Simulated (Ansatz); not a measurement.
# C₂H₃F₂GeN: basis-set convergence

The task here is to estimate one member of a computed series from the others.

Program: Ansatz 0.2.0, Gaussian basis. Level of theory: one geometry, several basis sets. These are calculated values, not measurements.

The runs, in order: PBE0-D4/def2-SVP; ωB97M-V/def2-SVP; PBE0-D4/def2-QZVPP; ωB97M-V/def2-QZVPP; the functionals' def2-TZVPP values are taken from earlier runs.

## The relaxed structure

An earlier PBE0-D4 in a triple-zeta def2 set relaxation fixed the geometry.

SMILES `[CH3][Ge]([F])([F])[C]#N`, 9 atoms, charge 0, spin multiplicity 1.

Atoms are counted from 1 here; the program's logs count them from 0.

Bond lengths: C1–Ge2 1.912 Å, C1–H7 1.090 Å, C1–H8 1.090 Å, C1–H9 1.090 Å, Ge2–F3 1.717 Å, Ge2–F4 1.717 Å, Ge2–C5 1.918 Å, C5–N6 1.151 Å. Angles: Ge2–C1–H7 109.5°, Ge2–C1–H8 109.5°, Ge2–C1–H9 109.0°, H7–C1–H8 109.5°, H7–C1–H9 109.6°, H8–C1–H9 109.6°, C1–Ge2–F3 111.9°, C1–Ge2–F4 111.9°, C1–Ge2–C5 115.7°, F3–Ge2–F4 105.4°, F3–Ge2–C5 105.6°, F4–Ge2–C5 105.6°, Ge2–C5–N6 176.6°.

Set-up of the first run:

File in.yaml:

```yaml
crystal:
  periodic: [false, false, false]
  atoms:
    - {symbol: C, position_ang: [-0.511967, -0.959531, 0.806556]}
    - {symbol: Ge, position_ang: [0.477395, 0.042375, -0.486385]}
    - {symbol: F, position_ang: [2.166934, -0.020434, -0.188090]}
    - {symbol: F, position_ang: [0.271229, -0.580651, -2.072829]}
    - {symbol: C, position_ang: [0.042905, 1.906886, -0.603510]}
    - {symbol: N, position_ang: [-0.263795, 3.015687, -0.624065]}
    - {symbol: H, position_ang: [-0.337231, -0.545341, 1.799537]}
    - {symbol: H, position_ang: [-1.575099, -0.907553, 0.571724]}
    - {symbol: H, position_ang: [-0.181871, -1.997838, 0.780061]}
basis:
  gaussian: {orbitals: def2-SVP}
hamiltonian: {xc: pbe0, dispersion: d4}
output: {orbitals: {seedname: orbitals}}
```

On the command line:

```
> ansatz run in.yaml --threads 4 --pin off --events-out ev --progress --plain --max-ram 10444MiB
```

Among the steps run: PBE0-D4 in def2-SVP; ωB97M-V in def2-SVP; PBE0-D4 in def2-QZVPP; ωB97M-V in def2-QZVPP.

One table of the session follows, with a row left open; its other results are not shown here.

It belongs to the step «Functionals by basis». 

| functional | basis | HOMO (eV) |
| --- | --- | --- |
| PBE0-D4 | def2-SVP | -10.28 |
| PBE0-D4 | def2-TZVPP | -10.35 |
| PBE0-D4 | def2-QZVPP | -10.37 |
| ωB97M-V | def2-SVP | -12.56 |
| ωB97M-V | def2-TZVPP | -12.65 |
| ωB97M-V | def2-QZVPP | ? |

Estimate the missing values for ωB97M-V, def2-QZVPP.

The run gave: HOMO (eV): -12.67. In the column «HOMO (eV)» it is the lowest.
